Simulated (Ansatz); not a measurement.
# C₃H₇NOSi: a ladder of functionals and wavefunction methods

The task here is to estimate one member of a computed series from the others.

The runs use Ansatz 0.2.0, Gaussian basis; functionals in def2-TZVPP, the program's frozen cores in correlated methods.

Levels to be run: LDA (SPW92), PBE-D4, revPBE-D4, BLYP-D4, r2SCAN-D4, B97M-V, PBE0-D4, B3LYP-D4, r2SCANh-D4, r2SCAN0-D4, HSE06-D4, BHLYP-D4, CAM-B3LYP-D4, LC-ωPBE, ωB97X-V, ωB97M-V, B2PLYP, PBE-QIDH; CCSD(T)/def2-SVP; CCSD(T)/def2-TZVPP; MP2/def2-QZVPP; extrapolation to the limit; RPA on PBE.

### Structure used throughout

All runs share one geometry, relaxed beforehand with PBE0-D4 in a triple-zeta def2 set.

SMILES `C/C=C1\N[SiH2]O1`, 13 atoms, charge 0, spin multiplicity 1.

Atoms are counted from 1 here; the program's logs count them from 0.

Bond lengths: C1–C2 1.491 Å, C1–H7 1.094 Å, C1–H8 1.093 Å, C1–H9 1.095 Å, C2–C3 1.326 Å, C2–H10 1.083 Å, C3–N4 1.406 Å, C3–O6 1.392 Å, N4–Si5 1.722 Å, N4–H11 1.002 Å, Si5–O6 1.679 Å, Si5–H12 1.482 Å, Si5–H13 1.485 Å. Angles: C2–C1–H7 111.4°, C2–C1–H8 111.9°, C2–C1–H9 112.2°, H7–C1–H8 106.8°, H7–C1–H9 106.9°, H8–C1–H9 107.4°, C1–C2–C3 124.1°, C1–C2–H10 119.5°, C3–C2–H10 116.4°, C2–C3–N4 132.9°, C2–C3–O6 125.5°, N4–C3–O6 101.7°, C3–N4–Si5 88.3°, C3–N4–H11 123.0°, Si5–N4–H11 141.7°, N4–Si5–O6 79.3°, N4–Si5–H12 117.7°, N4–Si5–H13 118.1° and more.

Set-up of the first run:

in.yaml reads:

```yaml
crystal:
  periodic: [false, false, false]
  atoms:
    - {symbol: C, position_ang: [-0.268500, -1.879189, 1.057092]}
    - {symbol: C, position_ang: [0.356877, -0.526717, 1.115991]}
    - {symbol: C, position_ang: [0.296651, 0.362412, 0.134356]}
    - {symbol: N, position_ang: [-0.310159, 0.347863, -1.134143]}
    - {symbol: Si, position_ang: [0.192878, 1.981744, -1.336515]}
    - {symbol: O, position_ang: [0.888337, 1.621861, 0.148591]}
    - {symbol: H, position_ang: [0.458906, -2.665749, 1.280598]}
    - {symbol: H, position_ang: [-0.675726, -2.096591, 0.066446]}
    - {symbol: H, position_ang: [-1.086162, -1.988119, 1.777958]}
    - {symbol: H, position_ang: [0.899924, -0.227543, 2.004265]}
    - {symbol: H, position_ang: [-1.048553, -0.283861, -1.378728]}
    - {symbol: H, position_ang: [1.160700, 2.276230, -2.419076]}
    - {symbol: H, position_ang: [-0.844775, 3.042958, -1.302235]}
basis:
  gaussian: {orbitals: def2-TZVPP}
hamiltonian: {xc: lda}
output: {orbitals: {seedname: orbitals}}
```

Command:

```console
> ansatz run in.yaml --threads 4 --pin off --events-out ev --progress --plain --max-ram 10444MiB
```

Among the steps run: LDA; PBE-D4 (GGA); revPBE-D4 (GGA); BLYP-D4 (GGA); r2SCAN-D4 (meta-GGA); B97M-V (meta-GGA); PBE0-D4 (hybrid); B3LYP-D4 (hybrid); r2SCANh-D4 (hybrid); r2SCAN0-D4 (hybrid); HSE06-D4 (hybrid); BHLYP-D4 (hybrid); CAM-B3LYP-D4 (range-separated); LC-ωPBE (range-separated); ωB97X-V (range-separated); ωB97M-V (range-separated); B2PLYP (double hybrid); PBE-QIDH (double hybrid).

One of the session's tables, all rows but one given; the rest of the session is left out.

It belongs to the step «Frontier levels by functional». 

```
  functional  HOMO (eV)  gap (eV)
 LDA (SPW92)      -4.80      3.13
      PBE-D4      -4.64      3.22
   revPBE-D4      -4.58      3.26
     BLYP-D4          ?         ?
   r2SCAN-D4      -4.81      3.79
      B97M-V      -4.88      3.65
     PBE0-D4      -5.75      5.22
    B3LYP-D4      -5.56      4.80
  r2SCANh-D4      -5.23      4.51
  r2SCAN0-D4      -5.87      5.59
    HSE06-D4      -5.36      4.45
    BHLYP-D4      -6.76      7.09
CAM-B3LYP-D4      -7.06      7.51
     LC-ωPBE      -8.38     10.05
     ωB97X-V      -8.02      9.53
     ωB97M-V      -7.94      9.11
```

Estimate the missing values for BLYP-D4.

Worked estimate for «HOMO (eV)». Against the share of exact exchange, B3LYP-D4 (0.2, -5.56), BHLYP-D4 (0.5, -6.76) give a slope of -4.00 per unit share; at 0 the line stands at -4.76.

As computed: HOMO (eV): -4.50; gap (eV): 3.21. In «HOMO (eV)» the line misses by -0.26.
